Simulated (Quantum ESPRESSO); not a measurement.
# Si3S: zone-centre phonons under several settings

```
Si S
1.0
    -2.52548    2.52548    2.52548
     2.52548   -2.52548    2.52548
     2.52548    2.52548   -2.52548
Si S
3 1
Direct
  0.00000 0.50000 0.50000
  0.50000 0.00000 0.50000
  0.50000 0.50000 0.00000
  0.00000 0.00000 0.00000
```

The cell was built by a generator and needn't be a form met in nature.

All runs used Quantum ESPRESSO 7.5; k mesh 6 × 6 × 6, shifted; relaxed cell; no spin polarisation; occupations fermi-dirac, width 0.05 eV.

```csv
level,potentials,cutoff (eV),volume (Å³/atom),lowest optical mode without the field (cm⁻¹),highest optical mode without the field (cm⁻¹)
LDA,PseudoDojo 0.4.1 SR LDA standard,735,15.30,110i,351
PBE,PseudoDojo 0.4.1 SR PBE standard,707,15.99,149i,326
PBEsol,PseudoDojo 0.4.1 SR PBEsol standard,707,?,?,?
PW91,PseudoDojo 0.4.1 SR PBE standard,707,16.13,158i,315
AM05,PseudoDojo 0.4.1 SR PBE standard,707,15.49,94i,366
WC,PseudoDojo 0.4.1 SR PBE standard,707,15.77,118i,345
```

Question: What stands in the row left open?

Answer: Volume 15.55 Å³/atom; lowest optical mode without the field 108i cm⁻¹; highest optical mode without the field 354 cm⁻¹.

Values marked i are imaginary: the cell is unstable against those modes at that level, or the meshes are too thin.

Caveats: the mesh is thin for the phonons of a metal; some modes are imaginary; the potentials were made for another functional, which shifts forces and pressure (some runs).

For the row left open. Caveat: the k mesh is coarse; the mesh is thin for the phonons of a metal; some modes are imaginary.
